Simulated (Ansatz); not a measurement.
# C3H8BGaO: up Jacob's ladder to CCSD(T)

The task here is to estimate one member of a computed series from the others.

Computed with Ansatz 0.2.0, Gaussian basis. Level: functionals in def2-TZVPP, the program's frozen cores in correlated methods.

Levels to be run: LDA (SPW92), PBE-D4, revPBE-D4, BLYP-D4, r2SCAN-D4, B97M-V, PBE0-D4, B3LYP-D4, r2SCANh-D4, r2SCAN0-D4, HSE06-D4, BHLYP-D4, CAM-B3LYP-D4, LC-ωPBE, ωB97X-V, ωB97M-V, B2PLYP, PBE-QIDH; CCSD(T)/def2-SVP; CCSD(T)/def2-TZVPP; MP2/def2-QZVPP; extrapolation to the limit; RPA on PBE.

### Structure used throughout

The geometry comes from an earlier relaxation with PBE0-D4 in a triple-zeta def2 set; it is a stationary point, not always the lowest conformer.

14 atoms, charge 0, spin multiplicity 1.

Atoms are counted from 1 here; the program's logs count them from 0.

Bond lengths: C1–C2 1.524 Å, C1–H7 1.093 Å, C1–H8 1.093 Å, C1–H9 1.093 Å, C2–B3 1.615 Å, C2–H10 1.095 Å, C2–H11 1.095 Å, B3–Ga4 2.126 Å, B3–C5 1.482 Å, B3–H14 1.221 Å, Ga4–H12 1.575 Å, Ga4–H13 1.577 Å, C5–O6 1.140 Å. Angles: C2–C1–H7 111.5°, C2–C1–H8 111.1°, C2–C1–H9 111.6°, H7–C1–H8 107.6°, H7–C1–H9 107.6°, H8–C1–H9 107.3°, C1–C2–B3 112.5°, C1–C2–H10 109.0°, C1–C2–H11 109.4°, B3–C2–H10 109.0°, B3–C2–H11 110.9°, H10–C2–H11 105.8°, C2–B3–Ga4 119.6°, C2–B3–C5 118.4°, C2–B3–H14 118.8°, Ga4–B3–C5 97.2°, Ga4–B3–H14 93.5°, C5–B3–H14 104.6° and more.

Geometry (Å):

```mol
C3H8BGaO
  3D, bonds by distance, orders not assigned

 14 13  0  0  0  0  0  0  0  0999 V2000
   -1.3334    0.0450   -1.3475 C   0  0
   -0.6003    0.9509   -0.3659 C   0  0
    0.7672    0.2887    0.1815 B   0  0
    0.7027   -1.5937    1.1679 Ga  0  0
    1.5381    1.0157    1.2184 C   0  0
    2.1233    1.5182    2.0577 O   0  0
   -2.2398    0.5211   -1.7309 H   0  0
   -0.7002   -0.1993   -2.2048 H   0  0
   -1.6273   -0.8991   -0.8820 H   0  0
   -0.3646    1.8983   -0.8624 H   0  0
   -1.2689    1.2062    0.4627 H   0  0
   -0.4794   -2.5797    0.8347 H   0  0
    1.8752   -2.0937    2.0960 H   0  0
    1.6073   -0.0787   -0.6255 H   0  0
  1  2  8  0
  1  7  8  0
  1  8  8  0
  1  9  8  0
  2  3  8  0
  2 10  8  0
  2 11  8  0
  3  4  8  0
  3  5  8  0
  3 14  8  0
  4 12  8  0
  4 13  8  0
  5  6  8  0
M  END
```

The first run:

File in.yaml:

```yaml
crystal:
  periodic: [false, false, false]
  atoms:
    - {symbol: C, position_ang: [-1.333367, 0.045028, -1.347512]}
    - {symbol: C, position_ang: [-0.600314, 0.950942, -0.365889]}
    - {symbol: B, position_ang: [0.767219, 0.288731, 0.181493]}
    - {symbol: Ga, position_ang: [0.702749, -1.593671, 1.167894]}
    - {symbol: C, position_ang: [1.538079, 1.015667, 1.218380]}
    - {symbol: O, position_ang: [2.123287, 1.518187, 2.057713]}
    - {symbol: H, position_ang: [-2.239821, 0.521111, -1.730873]}
    - {symbol: H, position_ang: [-0.700163, -0.199315, -2.204793]}
    - {symbol: H, position_ang: [-1.627329, -0.899055, -0.881980]}
    - {symbol: H, position_ang: [-0.364591, 1.898317, -0.862384]}
    - {symbol: H, position_ang: [-1.268876, 1.206192, 0.462699]}
    - {symbol: H, position_ang: [-0.479444, -2.579741, 0.834742]}
    - {symbol: H, position_ang: [1.875223, -2.093678, 2.095963]}
    - {symbol: H, position_ang: [1.607337, -0.078712, -0.625453]}
basis:
  gaussian: {orbitals: def2-TZVPP}
hamiltonian: {xc: lda}
output: {orbitals: {seedname: orbitals}}
```

Command:

```bash
$ ansatz run in.yaml --threads 2 --pin off --events-out ev --progress --plain --max-ram 32768MiB --backend cuda --devices 0, --max-vram 18GiB
```

Among the steps run: LDA; PBE-D4 (GGA); revPBE-D4 (GGA); BLYP-D4 (GGA); r2SCAN-D4 (meta-GGA); B97M-V (meta-GGA); B3LYP-D4 (hybrid); r2SCANh-D4 (hybrid); r2SCAN0-D4 (hybrid); HSE06-D4 (hybrid); BHLYP-D4 (hybrid); CAM-B3LYP-D4 (range-separated); LC-ωPBE (range-separated); ωB97X-V (range-separated); ωB97M-V (range-separated); B2PLYP (double hybrid); PBE-QIDH (double hybrid).

One of the session's tables, all rows but one given; the rest of the session is left out.

It belongs to the step «Orbital energies across the functionals». 

| functional | HOMO (eV) | LUMO (eV) | gap (eV) |
| --- | --- | --- | --- |
| LDA (SPW92) | -6.11 | -2.72 | 3.39 |
| PBE-D4 | -5.97 | -2.43 | 3.53 |
| revPBE-D4 | -5.90 | -2.30 | 3.60 |
| BLYP-D4 | ? | ? | ? |
| r2SCAN-D4 | -6.17 | -2.19 | 3.98 |
| B97M-V | -6.23 | -2.35 | 3.88 |
| PBE0-D4 | -6.97 | -1.61 | 5.37 |
| B3LYP-D4 | -6.80 | -1.88 | 4.92 |
| r2SCANh-D4 | -6.55 | -1.88 | 4.67 |
| r2SCAN0-D4 | -7.12 | -1.46 | 5.65 |
| HSE06-D4 | -6.59 | -1.97 | 4.61 |
| BHLYP-D4 | -7.88 | -0.85 | 7.03 |
| CAM-B3LYP-D4 | -8.18 | -0.71 | 7.48 |
| LC-ωPBE | -9.39 | 0.50 | 9.89 |
| ωB97X-V | -9.09 | 0.33 | 9.42 |
| ωB97M-V | -8.96 | 0.09 | 9.05 |

**Question.** Estimate the row for BLYP-D4.

Worked estimate for «HOMO (eV)». Against the share of exact exchange, B3LYP-D4 (0.2, -6.80), BHLYP-D4 (0.5, -7.88) give a slope of -3.60 per unit share; at 0 the line stands at -6.08.

As computed: HOMO (eV): -5.84; LUMO (eV): -2.37; gap (eV): 3.47. In «HOMO (eV)» the line misses by -0.24.
